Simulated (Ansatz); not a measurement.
# FHf: the cost of one run

Program: Ansatz 0.2.0, Gaussian basis. Level of theory: def2-QZVPP, core rule «outside noble gas», up to 5 orbitals frozen. These are calculated values, not measurements.

To be run: UHF; ROHF; CCSD(T) on UHF.

2 further runs of the same task are left out: 2 set aside as unsound or not needed.

### 1 What is computed

The geometry is a PBE0/def2-TZVP stationary point (not a proven minimum) of the parent state, kept for this charge and spin. No spin-orbit coupling is included. Elements past krypton take def2 core potentials.

2 atoms, charge 1, spin multiplicity 3.

Atoms are counted from 1 here; the program's logs count them from 0.

Bond lengths: Hf1–F2 1.861 Å.

### 2 UHF

The input, in.yaml:

```yaml
crystal:
  periodic: [false, false, false]
  atoms:
    - {symbol: Hf, position_ang: [0.000000, 0.000000, 0.000000]}
    - {symbol: F, position_ang: [0.000000, 0.000000, 1.860593]}
basis:
  gaussian: {orbitals: "def2-QZVPP.json"}
total_charge: 1
magnetization: {spin_polarized: true, initial_magnetization: 2}
hamiltonian: {xc: hf}
output: {orbitals: {seedname: orbitals}}
```

Started as:

```console
$ ansatz run in.yaml --threads 1 --pin off --events-out ev --progress --plain --max-ram 4096MiB --backend cpu
```

What time and memory should one allow on 1 thread of AMD EPYC 7R13, shared host?

About 6.5 s, with a peak of 0.31 GiB.
